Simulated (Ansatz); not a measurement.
# The Mo atom: r²SCAN0 and r²SCANh beside r²SCAN

How do the levels and moments change when part of the exchange is made exact, and what does it cost? r²SCAN is run first for comparison.

Computed with Ansatz 0.2.0 (DFT, plane waves (500 eV) with PBE-made PAW files, scalar-relativistic; functionals as named at each step, unless a step says otherwise).

**1. The system as given**

Periodic box: 14.0 × 14.4 × 14.8 Å.

Coordinates:

```xyz
1
Lattice="14.0000 0.0000 0.0000 0.0000 14.4000 0.0000 0.0000 0.0000 14.8000" Properties=species:S:1:pos:R:3 pbc="T T T"
Mo    7.0000    7.2000    7.4000
```

**2. r²SCAN**

The run with r²SCAN.

The input, input.yaml:

```yaml
crystal:
  lattice:
    - [14.0, 0.0, 0.0]
    - [0.0, 14.4, 0.0]
    - [0.0, 0.0, 14.8]
  atoms:
    - { symbol: Mo, position: [0.5, 0.5, 0.5], spin: 6.0 }
  symmetry: { detect: false, time_reversal: true }
hamiltonian:
  xc: r2scan
  pseudopotentials:
    kind: paw
    azcp:
      Mo: "pseudopotentials/Mo.paw.azcp"
basis:
  ecutwfc: 500
  fft_grid_basis: typed
kpoints:
  mp_grid: { grid: [1, 1, 1], shift: [0, 0, 0] }
magnetization:
  spin_polarized: true
scf:
  occupations: { method: fermi_dirac, width: 0.01 }
output:
  write_density: true
  write_potential: true
  elf: true
  volumetric_format: npy
```

Run with:

```bash
ansatz run input.yaml --threads 4 --pin off --max-ram 10240MiB --backend cpu --events-out ev --progress --plain --runs-dir out
```

**3. r²SCAN0**

The run with r²SCAN0.

Changes to input.yaml since step 2:

```diff
@@ -9,3 +9,3 @@
 hamiltonian:
-  xc: r2scan
+  xc: r2scan0
   pseudopotentials:
```

**4. r²SCANh single point**

The run with r²SCANh.

Changes to input.yaml since step 3:

```diff
@@ -9,3 +9,3 @@
 hamiltonian:
-  xc: r2scan0
+  xc: r2scanh
   pseudopotentials:
@@ -23,6 +23 @@
   occupations: { method: fermi_dirac, width: 0.01 }
-output:
-  write_density: true
-  write_potential: true
-  elf: true
-  volumetric_format: npy
```

(Steps that only read results are left out.)

What does the calculation give? Wanted: r²SCAN: gap; r²SCAN: magnetic state; r²SCAN0: gap; r²SCAN0: magnetic state; r²SCANh: gap; r²SCANh: magnetic state; r²SCAN0: above the element's usual form.

The runs gave:

| quantity | value |
| --- | --- |
| r²SCAN: gap | 3.70 eV |
| r²SCAN: magnetic state | total moment 6.00 μB |
| r²SCAN0: gap | 4.75 eV |
| r²SCAN0: magnetic state | total moment 6.00 μB |
| r²SCAN0: SCF cycles, exchange loops | 18, 2 |
| r²SCAN0: CPU time over that of r²SCAN | 0.35 |
| r²SCANh: gap | 4.17 eV |
| r²SCANh: magnetic state | total moment 6.00 μB |
| r²SCANh: SCF cycles, exchange loops | 17, 2 |
| r²SCANh: CPU time over that of r²SCAN | 0.28 |
| r²SCAN0: above the element's usual form (bcc) | 4.74 eV/atom |

**Reading.** The gap goes from 3.70 eV under r²SCAN to 4.75 eV under r²SCAN0. r²SCAN0 took less CPU time than r²SCAN here, which is no rule: the r²SCAN run spent more cycles, searches or output. r²SCANh gives a gap of 4.17 eV. r²SCAN0 needed 2 outer loops of the exchange operator. The atom lies 4.74 eV above the element's usual form under r²SCAN0 (from a run of its own). The total energies in the logs cannot be compared from one functional to another.
